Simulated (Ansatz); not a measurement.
# TePd: properties at the relaxed cell

An exercise on one series of results from a longer session: the logs are not shown, and one member is left open.

Program: Ansatz 0.2.0. Level of theory: DFT PBEsol, scalar-relativistic, plane waves, PAW. These are calculated values, not measurements.

1 further run of the same task is left out (set aside as unsound or not needed).

**Starting point**

It takes space group P6_3/mmc (No. 194, hexagonal). The conventional cell has a = 4.157 Å, b = 4.157 Å, c = 5.618 Å, α = 90.00°, β = 90.00°, γ = 120.00°. Te (site symmetry -6m2) is surrounded by 6 Pd at 2.78 Å. Pd (site symmetry -3m) is surrounded by 6 Te at 2.78 Å and 2 Pd at 2.81 Å.

Structure file:

```xyz
4
Lattice="4.1570 0.0000 0.0000 -2.0785 3.6000 0.0000 0.0000 0.0000 5.6180" Properties=species:S:1:pos:R:3 pbc="T T T"
Te    0.0000    2.4000    1.4045
Te    2.0785    1.2000    4.2135
Pd    0.0000    0.0000    0.0000
Pd    0.0000    0.0000    2.8090
```

This cell was relaxed beforehand with the same method: volume 21.02 Å³/atom, gap on the mesh none (metal).

The first run:

Contents of input.yaml:

```yaml
crystal:
  lattice:
    - [4.156963189, 0.0, 0.0]
    - [-2.0784815945, 3.6000357243, 0.0]
    - [0.0, 0.0, 5.6179538495]
  atoms:
    - { symbol: Te, position: [0.3333333333, 0.6666666667, 0.25] }
    - { symbol: Te, position: [0.6666666667, 0.3333333333, 0.75] }
    - { symbol: Pd, position: [0.0, 0.0, 0.0] }
    - { symbol: Pd, position: [0.0, 0.0, 0.5] }
basis:
  ecutwfc: 420
kpoints:
  mp_grid: { grid: [12, 12, 8] }
  band_path:
    path:
      - [[0.0, 0.0, 0.0], [0.5, 0.0, 0.0], [0.33333333, 0.33333333, 0.0], [0.0, 0.0, 0.0], [0.0, 0.0, 0.5], [0.5, 0.0, 0.5], [0.33333333, 0.33333333, 0.5], [0.0, 0.0, 0.5]]
      - [[0.5, 0.0, 0.5], [0.5, 0.0, 0.0]]
      - [[0.33333333, 0.33333333, 0.5], [0.33333333, 0.33333333, 0.0]]
    npoints: 14
hamiltonian:
  xc: pbesol
scf:
  occupations: { method: gaussian, width: 0.1 }
  n_extra_bands: 10
output:
  forces: true
  stress: true
  eigenvalues: true
  populations: true
  dos: { projected: true, de: 0.02, nscf_kmesh: { grid: [18, 18, 12] } }
  bader: true
  write_density: true
  write_potential: true
  elf: true
  volumetric_format: npy
```

The run is started by

```sh
$ ansatz run input.yaml --threads 1 --pin off --max-ram 2560MiB --backend cpu --events-out ev --progress --plain --runs-dir out
```

Among the steps run: Static run: bands, density of states and charges; Volume × 0.97; The cell scaled to 1.03 of its volume; The cell scaled to 0.94 of its volume; The cell scaled to 1.06 of its volume.

One table of the session follows, with a row left open; its other results are not shown here.

It belongs to the step «Energy against volume». 

| volume (Å³/atom) | energy above the lowest point (meV/atom) | pressure (GPa) |
| --- | --- | --- |
| 19.757 | 31.3 | 8.45 |
| 20.388 | 7.4 | 3.85 |
| 21.018 | 0.0 | 0.02 |
| 21.649 | ? | ? |
| 22.280 | 24.2 | -5.82 |

Estimate the missing values for volume (Å³/atom) = 21.649.

Worked estimate for «energy above the lowest point (meV/atom)». A straight line through the neighbours (21.018, 0.0) and (22.280, 24.2) gives 0.0 + (24.2 − 0.0) × (21.649 − 21.018) / (22.280 − 21.018) = 12.1; a parabola fitted to 3 rows on both sides gives 5.6.

The run gave: energy above the lowest point (meV/atom): 6.4; pressure (GPa): -3.17. In «energy above the lowest point (meV/atom)» the line misses by +5.7 and the parabola by -0.8.
